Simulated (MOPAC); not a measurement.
# CH5NO2SeSi (SMILES N[SiH]([SeH])C(=O)O): AM1(5 orbitals) (COSMO acetone, active occupied 1, ci CI, root 1)

We compute a structure relaxation of CH5NO2SeSi. 

The calculation is run with MOPAC 23.2.5.

4 further runs of the same task are left out: 1 that didn't finish, 3 set aside as unsound or not needed.

**1. The structure to begin with**

CH5NO2SeSi: 11 atoms, total charge 0, spin state singlet. As SMILES, `N[SiH]([SeH])C(=O)O`. The shape comes from a force field and isn't a relaxed structure. This is one conformer, not always the lowest. The run starts from this shape.

Bond lengths: N1–Si2 1.766 Å, Si2–Se3 2.250 Å, Si2–C4 1.858 Å, C4–O5 1.230 Å, C4–O6 1.417 Å, N1–H7 1.004 Å, N1–H8 1.092 Å, Si2–H9 1.427 Å, Se3–H10 1.561 Å, O6–H11 1.004 Å. Some angles: N1–Si2–Se3 107.2°, N1–Si2–C4 113.1°, Se3–Si2–C4 107.7°, Si2–C4–O5 120.2°, Si2–C4–O6 118.0°, O5–C4–O6 121.3°, N1–Si2–H9 110.7°, Se3–Si2–H9 109.5°, C4–Si2–H9 108.5°, Si2–N1–H7 108.6°.

**2. A geometry optimisation at AM1(5 orbitals) (COSMO acetone, active occupied 1, ci CI, root 1)**

Input file mol.sdf:

```

     RDKit          3D

 11 10  0  0  0  0  0  0  0  0999 V2000
   -1.3037   -1.2040   -0.0040 N   0  0  0  0  0  0  0  0  0  0  0  0
    0.1818   -0.4729   -0.6175 Si  0  0  2  0  0  4  0  0  0  0  0  0
    1.9029   -1.6195    0.2695 Se  0  0  0  0  0  2  0  0  0  0  0  0
    0.3763    1.3079   -0.1254 C   0  0  0  0  0  0  0  0  0  0  0  0
    0.7801    2.1354   -0.9416 O   0  0  0  0  0  0  0  0  0  0  0  0
   -0.1005    1.7025    1.1492 O   0  0  0  0  0  0  0  0  0  0  0  0
   -1.3651   -2.1439   -0.3509 H   0  0  0  0  0  0  0  0  0  0  0  0
   -2.0834   -0.6268   -0.5049 H   0  0  0  0  0  0  0  0  0  0  0  0
    0.2347   -0.5588   -2.0406 H   0  0  0  0  0  0  0  0  0  0  0  0
    1.4824   -1.2309    1.7217 H   0  0  0  0  0  0  0  0  0  0  0  0
   -0.0401    2.6540    1.4651 H   0  0  0  0  0  0  0  0  0  0  0  0
  2  1  1  0
  3  2  1  0
  4  2  1  0
  5  4  2  0
  6  4  1  0
  7  1  1  0
  8  1  1  0
  2  9  1  6
 10  3  1  0
 11  6  1  0
M  END
$$$$
```

Input file input.mop:

```
EPS=20.5 EF SCFCRT=0.001 CYCLES=200 SINGLET C.I.=(5,1) MECI AM1 AUX(PRECISION=6) T=10M THREADS=1


N    0.000000  1    0.000000  1    0.000000  1     0   0   0
Si   1.765673  1    0.000000  1    0.000000  1     1   0   0
Se   2.250255  1  107.189875  1    0.000000  1     2   1   0
C    1.857752  1  113.138601  1  241.432822  1     2   1   3
O    1.230444  1  120.219315  1  222.346722  1     4   2   1
O    1.416917  1  118.034927  1   34.977915  1     4   2   1
H    1.003754  1  108.608722  1  295.404825  1     1   2   3
H    1.091784  1  102.856845  1  182.217017  1     1   2   3
H    1.426671  1  110.662026  1  119.372323  1     2   1   3
H    1.560998  1   91.938317  1  298.582754  1     3   2   1
H    1.004387  1  121.770699  1  181.192838  1     6   4   2
```

Command:

```sh
$ obabel mol.sdf -omopin -xk "EPS=20.5 EF SCFCRT=0.001 CYCLES=200 SINGLET C.I.=(5,1) MECI AM1 AUX(PRECISION=6) T=10M THREADS=1" -O input.mop
$ mopac input.mop
```

**Question.** What will come out? Wanted: dipole moment; HOMO energy; LUMO energy; HOMO–LUMO gap; heat of formation; lowest excitation energy within this active space.

**Answer.** As computed:

At AM1(5 orbitals) (COSMO acetone, active occupied 1, ci CI, root 1):

| quantity | value |
| --- | --- |
| dipole moment | 7.15 D |
| HOMO energy | -9.20 eV |
| LUMO energy | -1.65 eV |
| HOMO–LUMO gap | 7.54 eV |
| heat of formation | -121.2 kcal/mol |
| lowest excitation energy within this active space | 2.29 eV |

In words: At the final geometry: Bond lengths: N1–Si2 1.649 Å, Si2–Se3 2.468 Å, Si2–C4 1.811 Å, C4–O5 1.237 Å, C4–O6 1.352 Å, N1–H7 0.992 Å, N1–H8 0.992 Å, Si2–H9 1.450 Å, Se3–H10 1.450 Å, O6–H11 0.975 Å. Some angles: N1–Si2–Se3 109.0°, N1–Si2–C4 110.5°, Se3–Si2–C4 104.2°, Si2–C4–O5 129.8°, Si2–C4–O6 114.2°, O5–C4–O6 116.0°, N1–Si2–H9 119.6°, Se3–Si2–H9 96.0°, C4–Si2–H9 115.2°, Si2–N1–H7 124.0°. The optimisation stopped short of its gradient threshold. The optimisation took 29 steps and changed the energy by -1.691 eV.
